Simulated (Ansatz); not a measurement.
Task: a convergence test of the k-point mesh of Pt, space group Im-3m, with the Python package of Ansatz (0.2.0). Give the script and its output. Level of theory (first run): LDA, PAW, cutoff 571 eV, 3×3×3 k-points, Fermi-Dirac smearing of 0.1 eV. The script varies mesh: (3, 3, 3), (5, 5, 5), (6, 6, 6), (8, 8, 8), (10, 10, 10), (12, 12, 12).

```
CELL_PARAMETERS angstrom
-1.58422 1.58422 1.58422
1.58422 -1.58422 1.58422
1.58422 1.58422 -1.58422
ATOMIC_POSITIONS crystal
Pt 0.00000 0.00000 0.00000
```

The script, `kconv.py`:
```python
"""Convergence of Pt with the k-point mesh."""

import ansatz as az
import pandas as pd
from pymatgen.core import Lattice, Structure
from pymatgen.io.ase import AseAtomsAdaptor

pmg_structure = Structure(
    Lattice([(-1.58422, 1.58422, 1.58422), (1.58422, -1.58422, 1.58422), (1.58422, 1.58422, -1.58422)]),
    ["Pt"],
    [
        (0.0, 0.0, 0.0),
    ],
)
structure = az.Crystal.from_ase(AseAtomsAdaptor.get_atoms(pmg_structure))

model = structure.calculation()
model = model.functional("lda").pseudopotentials("paw")
model = model.basis(21 * az.Ha).occupations("fermi_dirac", width=0.1)

rows = []
for value in [(3, 3, 3), (5, 5, 5), (6, 6, 6), (8, 8, 8), (10, 10, 10), (12, 12, 12)]:
    summary = model.kpoints(mesh=value).run().report
    rows.append((value, summary["free_energy_ev"] / len(summary["lattice"]["sites"]), summary["n_iterations"], summary["n_kpoints"]))

table = pd.DataFrame(rows, columns=["mesh", "F/atom (eV)", "iterations", "k-points"])
print(table.round(5).to_string(index=False))

# the last row is the reference
for row in rows[:-1]:
    shift = 1000 * (row[1] - rows[-1][1])
    print(f"{row[0]}: {shift:+.2f} meV/atom" + ("  (within 5 meV)" if abs(shift) < 5 else ""))
```

Output of `python kconv.py`:
```text
        mesh  F/atom (eV)  iterations  k-points
   (3, 3, 3) -12244.13659           6         4
   (5, 5, 5) -12244.68499           6        10
   (6, 6, 6) -12244.83564           6        16
   (8, 8, 8) -12244.78593           6        29
(10, 10, 10) -12244.83834           6        47
(12, 12, 12) -12244.84770           6        72
(3, 3, 3): +711.11 meV/atom
(5, 5, 5): +162.71 meV/atom
(6, 6, 6): +12.06 meV/atom
(8, 8, 8): +61.77 meV/atom
(10, 10, 10): +9.36 meV/atom
```

Reading the output:
- The run is spin-unpolarised.
- Spin-orbit coupling, which matters for elements this heavy, is left out.
- This isn't the structure that Pt takes at ambient conditions.
- Shifts are counted from the finest mesh, which is itself no proven limit.
- By the engine's processor time: 2.8 s on 1 thread of Intel(R) Xeon(R) Processor @ 2.30GHz, on a shared host, peak memory 0.56 GiB.
